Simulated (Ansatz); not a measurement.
# BiAu2: properties at the relaxed cell

One table from this session's results is given with a row withheld; the runs are named, their logs left out.

Method: DFT r2SCAN, scalar-relativistic, plane waves, PAW, in Ansatz 0.2.0.

1 further run of the same task is left out (set aside as unsound or not needed).

## Starting point

It takes space group Fd-3m (No. 227, cubic). Conventional cell: a = 8.026 Å, b = 8.026 Å, c = 8.026 Å, α = 90.00°, β = 90.00°, γ = 90.00°. Bi (site symmetry -43m) is surrounded by 12 Au at 3.33 Å and 4 Bi at 3.48 Å. Au (site symmetry -3m) is surrounded by 6 Au at 2.84 Å.

As a file:

```cif
data_structure
_symmetry_space_group_name_H-M 'P 1'
_symmetry_Int_Tables_number 1
_cell_length_a 5.6749
_cell_length_b 5.6749
_cell_length_c 5.6749
_cell_angle_alpha 60.000
_cell_angle_beta 60.000
_cell_angle_gamma 60.000
_cell_volume 129.23
loop_
_atom_site_label
_atom_site_type_symbol
_atom_site_fract_x
_atom_site_fract_y
_atom_site_fract_z
_atom_site_occupancy
Bi1 Bi 0.00000 0.00000 0.00000 1
Bi2 Bi 0.25000 0.25000 0.25000 1
Au1 Au 0.62500 0.62500 0.62500 1
Au2 Au 0.12500 0.62500 0.62500 1
Au3 Au 0.62500 0.62500 0.12500 1
Au4 Au 0.62500 0.12500 0.62500 1
```

This cell was relaxed beforehand with the same method: volume 21.54 Å³/atom, gap on the mesh none (metal).

Set-up of the first run:

input.yaml reads:

```yaml
crystal:
  lattice:
    - [0.0, 4.0127813019, 4.0127813019]
    - [4.0127813019, 0.0, 4.0127813019]
    - [4.0127813019, 4.0127813019, 0.0]
  atoms:
    - { symbol: Bi, position: [0.0, 0.0, 0.0] }
    - { symbol: Bi, position: [0.25, 0.25, 0.25] }
    - { symbol: Au, position: [0.625, 0.625, 0.625] }
    - { symbol: Au, position: [0.125, 0.625, 0.625] }
    - { symbol: Au, position: [0.625, 0.625, 0.125] }
    - { symbol: Au, position: [0.625, 0.125, 0.625] }
basis:
  ecutwfc: 500
kpoints:
  mp_grid: { grid: [8, 8, 8] }
  band_path:
    path:
      - [[0.0, 0.0, 0.0], [0.5, 0.0, 0.5], [0.625, 0.25, 0.625]]
      - [[0.375, 0.375, 0.75], [0.0, 0.0, 0.0], [0.5, 0.5, 0.5], [0.5, 0.25, 0.75], [0.5, 0.0, 0.5]]
    npoints: 14
hamiltonian:
  xc: r2scan
scf:
  occupations: { method: gaussian, width: 0.1 }
  n_extra_bands: 15
output:
  forces: true
  stress: true
  eigenvalues: true
  populations: true
  dos: { projected: true, de: 0.02, nscf_kmesh: { grid: [12, 12, 12] } }
  bader: true
  write_density: true
  write_potential: true
  elf: true
  volumetric_format: npy
```

The run is started by

```sh
$ ansatz run input.yaml --threads 2 --pin off --max-ram 5120MiB --backend cpu --events-out ev --progress --plain --runs-dir out
```

Steps of the session up to this table: Electronic structure at the relaxed geometry; The cell as listed, for comparison; Volume × 0.97; The cell scaled to 1.03 of its volume; Point at V/V0 = 0.94; Volume × 1.06; The cell scaled to 0.91 of its volume; The cell scaled to 1.10 of its volume; Point at V/V0 = 0.88.

One of the session's tables, all rows but one given; the rest of the session is left out.

It belongs to the step «Fit of the equation of state». 

```
volume (Å³/atom)  energy above the lowest point (meV/atom)  pressure (GPa)
          18.954                                     140.8           19.98
          19.600                                      73.8           13.48
          20.246                                      30.6            8.11
          20.892                                       7.2            3.67
          21.538                                       0.0            0.00
          22.185                                       6.3           -3.02
          22.831                                         ?               ?
          23.692                                      60.7           -8.13
```

Q: Estimate the row for volume (Å³/atom) = 22.831 from the others.

Worked estimate for «energy above the lowest point (meV/atom)». A straight line through the neighbours (22.185, 6.3) and (23.692, 60.7) gives 6.3 + (60.7 − 6.3) × (22.831 − 22.185) / (23.692 − 22.185) = 29.6; a parabola fitted to 3 rows on both sides gives 22.8.

The run gave: energy above the lowest point (meV/atom): 23.7; pressure (GPa): -5.51. In «energy above the lowest point (meV/atom)» the line misses by +5.9 and the parabola by -0.9.

Limits of these values: The projections leave out shells that the potentials don't hold, such as empty d states.
